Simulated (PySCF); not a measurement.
# [Ce(H2O)8]3+: forces at shaken geometries

How stiff is [Ce(H2O)8]3+? Its atoms are displaced at random by several amounts. The structure is generated, not taken from experiment.

Program: PySCF 2.14.0. Level of theory: PBE, Ce lcecp-1-SVP with ECP47, O def2-SVP, H def2-SVP; scalar-relativistic core potentials, no spin–orbit coupling. These are calculated values, not measurements.

2 further runs of the same task are left out: 2 for a known fault of the program.

### Step 1. The starting structure

25 atoms, charge 3, spin multiplicity 1.

Bond lengths: Ce1–O2 2.555 Å, Ce1–O5 2.555 Å, Ce1–O8 2.555 Å, Ce1–O11 2.555 Å, Ce1–O14 2.555 Å, Ce1–O17 2.555 Å, Ce1–O20 2.555 Å, Ce1–O23 2.555 Å, O2–H3 0.982 Å, O2–H4 0.982 Å, O5–H6 0.982 Å, O5–H7 0.982 Å, O8–H9 0.982 Å, O8–H10 0.982 Å, O11–H12 0.982 Å, O11–H13 0.982 Å, O14–H15 0.982 Å, O14–H16 0.982 Å and more. Angles: O2–Ce1–O5 72.5°, O2–Ce1–O8 113.5°, O2–Ce1–O11 72.5°, O2–Ce1–O14 78.8°, O2–Ce1–O17 142.7°, O2–Ce1–O20 142.6°, O2–Ce1–O23 78.8°, O5–Ce1–O8 72.5°, O5–Ce1–O11 113.5°, O5–Ce1–O14 78.8°, O5–Ce1–O17 78.8°, O5–Ce1–O20 142.7°, O5–Ce1–O23 142.6°, O8–Ce1–O11 72.5°, O8–Ce1–O14 142.6°, O8–Ce1–O17 78.8°, O8–Ce1–O20 78.8°, O8–Ce1–O23 142.7° and more.

Coordinates:

```
Ce    0.0000    0.0000    0.0006
O     2.1370    0.0002    1.4006
H     2.3300    0.5782    2.1711
H     2.9524   -0.5356    1.2876
O    -0.0002    2.1370    1.4006
H    -0.5782    2.3300    2.1711
H     0.5356    2.9524    1.2876
O    -2.1370   -0.0002    1.4006
H    -2.3300   -0.5782    2.1711
H    -2.9524    0.5356    1.2876
O     0.0002   -2.1370    1.4006
H     0.5782   -2.3300    2.1711
H    -0.5356   -2.9524    1.2876
O     1.5091    1.5115   -1.4008
H     2.4643    1.7102   -1.2875
H     1.2363    2.0566   -2.1711
O    -1.5115    1.5091   -1.4008
H    -1.7102    2.4643   -1.2875
H    -2.0566    1.2363   -2.1711
O    -1.5091   -1.5115   -1.4008
H    -2.4643   -1.7102   -1.2875
H    -1.2363   -2.0566   -2.1711
O     1.5115   -1.5091   -1.4008
H     1.7102   -2.4643   -1.2875
H     2.0566   -1.2363   -2.1711
```

Formal oxidation states: Ce +3. Each metal's 1 4f electrons lie in its core potential, so multiplicities, spins and levels count the valence alone. An earlier session relaxed this geometry at PBE, Ce lcecp-1-SVP with ECP47, O def2-SVP, H def2-SVP (singlet, point group S8).

Its energy there is -641.863465 Eh.

### Step 2. Atoms moved at random, σ = 0.15 Å

run.py (the lines that set the calculation) reads:

```python
mol = gto.M(atom='''
Ce    -0.15234     0.01967     0.09852
O      2.26516    -0.10643     1.18674
H      2.01930     0.56988     2.23540
H      3.03118    -0.53593     1.19815
O      0.27660     2.12638     1.64762
H     -0.54026     2.47044     2.24608
H      0.45021     3.01463     1.16270
O     -2.10312    -0.08107     1.40428
H     -2.19554    -0.38682     1.91071
H     -3.24645     0.64477     1.20001
O     -0.01877    -2.19111     1.39244
H      0.81311    -2.26831     2.16823
H     -0.52436    -3.10192     1.33118
O      1.70413     1.65329    -1.41163
H      2.31354     1.63282    -1.24174
H      1.39732     2.03255    -2.17944
O     -1.52849     1.44444    -1.42308
H     -1.81549     2.55348    -1.31682
H     -1.74530     1.28139    -2.15945
O     -1.66014    -1.54925    -1.18529
H     -2.57018    -1.76039    -1.30446
H     -1.35854    -2.12863    -2.25015
O      1.41423    -1.56043    -1.42868
H      1.74931    -2.60512    -1.13699
H      2.02488    -1.16834    -2.14432''',
    basis={'Ce': 'lcecp-1-SVP', 'O': 'def2-SVP', 'H': 'def2-SVP'},
    ecp={'Ce': 'lcecp-1-SVP'},
    charge=3, spin=0)
mf = dft.RKS(mol, xc='PBE')
mf.grids.atom_grid = (50, 194)  # f atoms: unpruned, at least (60, 302)
mf = mf.density_fit()  # fitting sets: Ce AutoAux, O def2-universal-JKFIT, H def2-universal-JKFIT
mf.conv_tol = 1e-08; mf.max_cycle = 55
mf.kernel(dm0)  # dm0: the density of the relaxed state
```

Command:

```sh
OMP_NUM_THREADS=4 python run.py
```

The log of the run:

```text
init E= -640.058229907174
  HOMO = -0.827841141773597  LUMO = -0.699019143828444  gap/eV = 3.50543
cycle= 1 E= -640.781899274292  delta_E= -0.724  |g|= 0.841  |ddm|=  1.8
  HOMO = -0.578430981025921  LUMO = -0.474008546199187  gap/eV = 2.84148
cycle= 2 E= -640.333674863613  delta_E= 0.448  |g|= 1.72  |ddm|= 1.83
  HOMO = -0.669495467296124  LUMO = -0.518224286025312  gap/eV = 4.11630
cycle= 3 E= -640.915283849339  delta_E= -0.582  |g|= 0.179  |ddm|=  1.3
  HOMO = -0.670981882641762  LUMO = -0.521672219399306  gap/eV = 4.06292
cycle= 4 E= -640.921471032604  delta_E= -0.00619  |g|= 0.0704  |ddm|= 0.181
  HOMO = -0.667279487313435  LUMO = -0.524255346468532  gap/eV = 3.89189
cycle= 5 E= -640.922359561704  delta_E= -0.000889  |g|= 0.0195  |ddm|= 0.0583
  HOMO = -0.669069365873392  LUMO = -0.523927532416465  gap/eV = 3.94951
cycle= 6 E= -640.922427085197  delta_E= -6.75e-05  |g|= 0.00645  |ddm|= 0.0171
  HOMO = -0.668758045790666  LUMO = -0.524014864289828  gap/eV = 3.93866
cycle= 7 E= -640.922434673945  delta_E= -7.59e-06  |g|= 0.00185  |ddm|= 0.00537
  HOMO = -0.668832811337368  LUMO = -0.524018133467603  gap/eV = 3.94061
cycle= 8 E= -640.922435278967  delta_E= -6.05e-07  |g|= 0.000544  |ddm|= 0.00163
  HOMO = -0.668818653303212  LUMO = -0.524043293814312  gap/eV = 3.93954
cycle= 9 E= -640.922435324411  delta_E= -4.54e-08  |g|= 0.000275  |ddm|= 0.000525
  HOMO = -0.668824785441926  LUMO = -0.524047146364964  gap/eV = 3.93960
cycle= 10 E= -640.922435338824  delta_E= -1.44e-08  |g|= 6.33e-05  |ddm|= 0.000229
  HOMO = -0.668826597466548  LUMO = -0.52404689661406  gap/eV = 3.93966
cycle= 11 E= -640.922435339473  delta_E= -6.48e-10  |g|= 2.77e-05  |ddm|= 5.86e-05
  HOMO = -0.66882659374046  LUMO = -0.524046324770559  gap/eV = 3.93967
Extra cycle  E= -640.922435338972  delta_E= 5e-10  |g|= 5.81e-05  |ddm|= 5.96e-05
converged SCF energy = -640.922435338972
```

It took 18 s on 4 threads of Arm Neoverse V2, shared host.

Result: E = -640.922435 Eh (+25.607 eV from the relaxed state), HOMO -18.20 eV, LUMO -14.26 eV, Mulliken charge on Ce1 +0.82 e, largest force component 72.203 eV/Å. 

| atom | Fx | Fy | Fz (eV/Å) |
| --- | --- | --- | --- |
| Ce1 | 2.511 | -0.977 | -0.990 |
| O2 | -8.906 | 6.403 | 3.681 |
| H3 | 1.970 | -2.905 | -4.283 |
| H4 | 6.337 | -3.116 | 0.743 |
| O5 | -2.726 | 2.392 | 0.353 |
| H6 | 2.353 | -1.141 | -1.179 |
| H7 | 0.329 | -1.432 | 0.774 |
| O8 | 8.264 | 46.445 | -72.203 |
| H9 | -13.703 | -43.289 | 71.856 |
| H10 | 4.454 | -3.129 | 1.077 |
| O11 | 2.063 | -1.372 | 2.475 |
| H12 | -3.384 | -0.227 | -2.933 |
| H13 | 1.327 | 1.926 | 0.454 |
| O14 | -63.356 | -0.575 | -13.268 |
| H15 | 63.145 | -1.464 | 16.644 |
| H16 | -0.225 | 1.783 | -3.125 |
| O17 | 4.209 | 8.756 | 18.499 |
| H18 | 1.102 | -4.306 | -0.472 |
| H19 | -5.490 | -4.161 | -18.195 |
| O20 | 3.235 | -2.158 | -4.899 |
| H21 | -2.453 | -0.206 | 0.399 |
| H22 | -0.667 | 2.404 | 4.436 |
| O23 | 1.241 | -2.623 | 0.572 |
| H24 | -0.984 | 4.155 | -1.539 |
| H25 | -0.648 | -1.182 | 1.124 |

### Step 3. Atoms moved at random, σ = 0.06 Å

run.py (the lines that set the calculation) reads:

```python
mol = gto.M(atom='''
Ce     0.03215     0.06483     0.01045
O      2.10690     0.09256     1.28429
H      2.24271     0.52931     2.11468
H      2.96103    -0.51483     1.42661
O      0.03987     2.02647     1.44806
H     -0.56192     2.27922     2.12357
H      0.46866     3.05116     1.26420
O     -2.14844     0.00785     1.46186
H     -2.27985    -0.54335     2.20314
H     -2.95535     0.53153     1.27387
O      0.03603    -2.19356     1.44386
H      0.57824    -2.37063     2.15845
H     -0.60431    -2.97666     1.30263
O      1.54845     1.44991    -1.34935
H      2.50999     1.78269    -1.33695
H      1.17709     2.04974    -2.20570
O     -1.54344     1.51174    -1.42458
H     -1.76271     2.39008    -1.25361
H     -2.03760     1.37603    -2.25987
O     -1.51635    -1.53196    -1.40165
H     -2.48749    -1.74813    -1.33368
H     -1.15555    -2.00154    -2.15930
O      1.52242    -1.53367    -1.34910
H      1.77978    -2.52083    -1.16034
H      2.04968    -1.20796    -2.28157''',
    basis={'Ce': 'lcecp-1-SVP', 'O': 'def2-SVP', 'H': 'def2-SVP'},
    ecp={'Ce': 'lcecp-1-SVP'},
    charge=3, spin=0)
mf = dft.RKS(mol, xc='PBE')
mf.grids.atom_grid = (50, 194)  # f atoms: unpruned, at least (60, 302)
mf = mf.density_fit()  # fitting sets: Ce AutoAux, O def2-universal-JKFIT, H def2-universal-JKFIT
mf.conv_tol = 1e-08; mf.max_cycle = 55
mf.kernel(dm0)  # dm0: the density of the relaxed state
```

Command:

```sh
OMP_NUM_THREADS=4 python run.py
```

The log of the run:

```text
init E= -641.458632069253
  HOMO = -0.729928976574241  LUMO = -0.518242852803935  gap/eV = 5.76027
cycle= 1 E= -641.767090723938  delta_E= -0.308  |g|= 0.328  |ddm|= 0.73
  HOMO = -0.615607153669583  LUMO = -0.447726625842184  gap/eV = 4.56826
cycle= 2 E= -641.712918857342  delta_E= 0.0542  |g|= 0.63  |ddm|= 0.691
  HOMO = -0.683377728446605  LUMO = -0.456152272583696  gap/eV = 6.18312
cycle= 3 E= -641.788416375623  delta_E= -0.0755  |g|= 0.0676  |ddm|= 0.458
  HOMO = -0.682194911942456  LUMO = -0.457784903493676  gap/eV = 6.10651
cycle= 4 E= -641.789243207453  delta_E= -0.000827  |g|= 0.0174  |ddm|= 0.0582
  HOMO = -0.682965257615093  LUMO = -0.457734731344797  gap/eV = 6.12883
cycle= 5 E= -641.78929319633  delta_E= -5e-05  |g|= 0.00595  |ddm|= 0.0147
  HOMO = -0.682890805089592  LUMO = -0.457814028080251  gap/eV = 6.12465
cycle= 6 E= -641.789299882185  delta_E= -6.69e-06  |g|= 0.00116  |ddm|= 0.00508
  HOMO = -0.683002137357265  LUMO = -0.457819223885084  gap/eV = 6.12754
cycle= 7 E= -641.789300152519  delta_E= -2.7e-07  |g|= 0.000473  |ddm|= 0.00134
  HOMO = -0.682973265868523  LUMO = -0.457821572853661  gap/eV = 6.12669
cycle= 8 E= -641.789300192542  delta_E= -4e-08  |g|= 9.41e-05  |ddm|= 0.000362
  HOMO = -0.682978950370256  LUMO = -0.457821969177365  gap/eV = 6.12683
cycle= 9 E= -641.789300194264  delta_E= -1.72e-09  |g|= 2.11e-05  |ddm|= 8.7e-05
  HOMO = -0.682979990036503  LUMO = -0.457821743480325  gap/eV = 6.12687
Extra cycle  E= -641.789300194053  delta_E= 2.1e-10  |g|= 3.97e-05  |ddm|= 4.31e-05
converged SCF energy = -641.789300194053
```

It took 16 s on 4 threads of Arm Neoverse V2, shared host.

Result: E = -641.789300 Eh (+2.018 eV from the relaxed state), HOMO -18.58 eV, LUMO -12.46 eV, Mulliken charge on Ce1 +0.80 e, largest force component 4.151 eV/Å. 

| atom | Fx | Fy | Fz (eV/Å) |
| --- | --- | --- | --- |
| Ce1 | -0.799 | -1.626 | -0.408 |
| O2 | 2.970 | -2.604 | 0.013 |
| H3 | -0.421 | 1.621 | 1.651 |
| H4 | -2.035 | 0.991 | -1.243 |
| O5 | 2.835 | 4.151 | -2.029 |
| H6 | -1.722 | 0.205 | 1.927 |
| H7 | -1.173 | -3.756 | 0.471 |
| O8 | 1.035 | 1.668 | -2.549 |
| H9 | -0.744 | -1.395 | 2.094 |
| H10 | -0.146 | -0.251 | 0.347 |
| O11 | -3.417 | 0.240 | -3.733 |
| H12 | 2.121 | -1.114 | 3.082 |
| H13 | 1.268 | 1.194 | 0.475 |
| O14 | 0.115 | 3.056 | -3.452 |
| H15 | -1.172 | -0.661 | 0.257 |
| H16 | 1.146 | -2.085 | 2.878 |
| O17 | 0.720 | -2.790 | -0.743 |
| H18 | -0.682 | 3.467 | 0.973 |
| H19 | 0.002 | -0.549 | -0.179 |
| O20 | -0.655 | 0.717 | 1.110 |
| H21 | 0.793 | 0.047 | -0.239 |
| H22 | 0.067 | -0.622 | -0.743 |
| O23 | 1.973 | -0.389 | -2.707 |
| H24 | -0.343 | 2.070 | -0.716 |
| H25 | -1.736 | -1.583 | 3.462 |

### Step 4. Atoms moved at random, σ = 0.06 Å

run.py (the lines that set the calculation) reads:

```python
mol = gto.M(atom='''
Ce     0.03007     0.03402    -0.00877
O      2.11164    -0.02291     1.40430
H      2.31143     0.46666     2.14662
H      2.87975    -0.56238     1.38593
O      0.13875     1.98401     1.35792
H     -0.60106     2.29966     2.17468
H      0.42648     2.90881     1.26943
O     -2.09967    -0.00217     1.39850
H     -2.41989    -0.50712     2.29122
H     -2.94138     0.51041     1.35337
O      0.02206    -2.15877     1.33280
H      0.55841    -2.31627     2.19000
H     -0.63085    -2.85030     1.12726
O      1.58551     1.54734    -1.30672
H      2.55551     1.76561    -1.41301
H      1.30820     2.05343    -2.17732
O     -1.59629     1.52864    -1.38743
H     -1.73516     2.42054    -1.19543
H     -2.04268     1.35144    -2.15257
O     -1.50256    -1.55162    -1.38188
H     -2.44474    -1.71411    -1.36596
H     -1.24058    -1.97853    -2.15332
O      1.47607    -1.45147    -1.42718
H      1.77184    -2.44560    -1.31226
H      2.07911    -1.30931    -2.15017''',
    basis={'Ce': 'lcecp-1-SVP', 'O': 'def2-SVP', 'H': 'def2-SVP'},
    ecp={'Ce': 'lcecp-1-SVP'},
    charge=3, spin=0)
mf = dft.RKS(mol, xc='PBE')
mf.grids.atom_grid = (50, 194)  # f atoms: unpruned, at least (60, 302)
mf = mf.density_fit()  # fitting sets: Ce AutoAux, O def2-universal-JKFIT, H def2-universal-JKFIT
mf.conv_tol = 1e-08; mf.max_cycle = 55
mf.kernel(dm0)  # dm0: the density of the relaxed state
```

Command:

```sh
OMP_NUM_THREADS=4 python run.py
```

The log of the run:

```text
init E= -641.675745443747
  HOMO = -0.704042628624183  LUMO = -0.486563143589769  gap/eV = 5.91792
cycle= 1 E= -641.771674801821  delta_E= -0.0959  |g|= 0.288  |ddm|= 0.749
  HOMO = -0.66236060773158  LUMO = -0.450631714152458  gap/eV = 5.76144
cycle= 2 E= -641.735956368375  delta_E= 0.0357  |g|= 0.529  |ddm|= 0.576
  HOMO = -0.692753278100541  LUMO = -0.456050555145458  gap/eV = 6.44101
cycle= 3 E= -641.788102725823  delta_E= -0.0521  |g|= 0.0571  |ddm|= 0.372
  HOMO = -0.69379509826711  LUMO = -0.455973632052995  gap/eV = 6.47145
cycle= 4 E= -641.788636721804  delta_E= -0.000534  |g|= 0.0238  |ddm|= 0.0531
  HOMO = -0.693129195129519  LUMO = -0.456254981244266  gap/eV = 6.44568
cycle= 5 E= -641.788738481258  delta_E= -0.000102  |g|= 0.0043  |ddm|= 0.0178
  HOMO = -0.693449394076308  LUMO = -0.456313144174126  gap/eV = 6.45281
cycle= 6 E= -641.78874164262  delta_E= -3.16e-06  |g|= 0.0015  |ddm|= 0.00376
  HOMO = -0.693363925755634  LUMO = -0.456282442189235  gap/eV = 6.45132
cycle= 7 E= -641.78874204286  delta_E= -4e-07  |g|= 0.000393  |ddm|= 0.00122
  HOMO = -0.693386484732608  LUMO = -0.456279160318561  gap/eV = 6.45202
cycle= 8 E= -641.788742072922  delta_E= -3.01e-08  |g|= 5.24e-05  |ddm|= 0.000349
  HOMO = -0.693387132221052  LUMO = -0.45628204053922  gap/eV = 6.45196
cycle= 9 E= -641.788742073401  delta_E= -4.79e-10  |g|= 2.86e-05  |ddm|= 6.43e-05
  HOMO = -0.693382909368926  LUMO = -0.456281325417822  gap/eV = 6.45186
Extra cycle  E= -641.788742072959  delta_E= 4.42e-10  |g|= 5.65e-05  |ddm|= 5.69e-05
converged SCF energy = -641.788742072959
```

It took 16 s on 4 threads of Arm Neoverse V2, shared host.

Result: E = -641.788742 Eh (+2.033 eV from the relaxed state), HOMO -18.87 eV, LUMO -12.42 eV, Mulliken charge on Ce1 +0.82 e, largest force component 4.051 eV/Å. 

| atom | Fx | Fy | Fz (eV/Å) |
| --- | --- | --- | --- |
| Ce1 | -0.306 | -1.020 | -0.427 |
| O2 | -2.017 | -1.121 | -2.710 |
| H3 | 0.371 | 2.811 | 3.478 |
| H4 | 1.859 | -1.746 | -0.654 |
| O5 | -3.534 | 2.310 | 4.035 |
| H6 | 2.451 | -1.892 | -2.747 |
| H7 | 1.027 | 0.472 | -0.716 |
| O8 | -1.842 | -1.237 | 3.166 |
| H9 | 1.573 | 0.888 | -2.387 |
| H10 | 0.190 | 0.384 | -0.770 |
| O11 | 1.211 | 1.014 | 0.907 |
| H12 | -1.295 | -0.329 | -1.511 |
| H13 | 0.066 | -0.603 | 0.521 |
| O14 | 0.331 | 1.721 | -2.804 |
| H15 | -0.370 | -0.492 | 0.792 |
| H16 | -0.022 | -1.109 | 1.856 |
| O17 | 3.148 | -2.221 | 3.516 |
| H18 | -0.601 | 3.227 | 0.585 |
| H19 | -2.427 | -0.974 | -4.051 |
| O20 | 0.123 | 1.856 | 2.725 |
| H21 | -1.357 | -0.098 | 0.305 |
| H22 | 1.302 | -1.698 | -3.002 |
| O23 | 0.432 | -3.119 | 0.934 |
| H24 | -1.164 | 1.801 | 0.410 |
| H25 | 0.852 | 1.174 | -1.451 |

### Step 5. Results

| σ (Å) | energy rise (eV) | harmonic estimate −½ F·u (eV) | largest force component (eV/Å) |
| --- | --- | --- | --- |
| 0.15 | 25.607 | 33.569 | 72.20 |
| 0.06 | 2.018 | 1.964 | 4.15 |
| 0.06 | 2.033 | 1.960 | 4.05 |

Every displacement raises the energy. For a harmonic well the rise equals −½ F·u; the two differ by at most 31 % here (a move with σ = 0.15 Å), from anharmonicity, the grid and the small forces left at the relaxed point. These are double-zeta-type bases without diffuse functions. Spin–orbit coupling is left out.
